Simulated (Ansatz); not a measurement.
Consider a test of scalar relativity of AsH (Ansatz 0.2.0 through its Python package).

Contents of `ash.xyz`:
```text
2

As    0.00000    0.00000    0.00000
H     0.00000    0.00000    1.49500
```

The script, `ash.py`:
```python
"""Scalar relativity in AsH."""

import logging
import sys

import ansatz as az
import numpy as np

logging.basicConfig(stream=sys.stdout, format="%(levelname)s %(message)s")
logger = logging.getLogger("ash")
logger.setLevel(logging.INFO)

geometry = az.Crystal.molecule_from_extxyz("ash.xyz")

job = geometry.calculation()
job = job.functional("hf")
job = job.spin("collinear", total=2).scf(lower_state_search="light")
job = job.forces()
# a set contracted for a scalar-relativistic Hamiltonian goes with the relativistic run
sets = {"none": "cc-pVTZ", "scalar": "cc-pVTZ-DK"}
found = {kind: job.basis(gaussian=basis).pseudopotentials(relativity=kind).run().report for kind, basis in sets.items()}
for kind, each in found.items():
    dipole = 4.803205 * np.linalg.norm(each["charge_distribution"]["dipole_moment_e_ang"])
    logger.info(f"{kind:7s} E = {each['free_energy_ev']:.4f} eV  dipole {dipole:.3f} D  largest force component {np.abs(each['forces_ev_ang']).max():.4f} eV/A")
logger.info(f"relativity lowers the total energy by {found['none']['free_energy_ev'] - found['scalar']['free_energy_ev']:.3f} eV")
```

What does scalar relativity change in the total energy and in the dipole?

The total moves by -674.6 eV, nearly all in the cores, and the dipole from 0.37 to 0.30 D.

The output:

Running `python ash.py` prints:
```text
INFO none    E = -60812.1911 eV  dipole 0.374 D  largest force component 0.4519 eV/A
INFO scalar  E = -61486.7908 eV  dipole 0.297 D  largest force component 0.3983 eV/A
INFO relativity lowers the total energy by 674.600 eV
```

Caveats:
- The settings weren't tested for convergence.
- The geometry is a force-field or estimated start, not a minimum of this method. The basis set changes with the Hamiltonian (a set recontracted for scalar relativity), and most of the change in the total lies in the cores.
- The species is open-shell (spin multiplicity 3).
- The spin state was assumed, and another may lie lower.
- Run time: 1.7 s on 1 thread of Arm Neoverse V1, with other jobs on the host, peak memory 0.17 GiB.
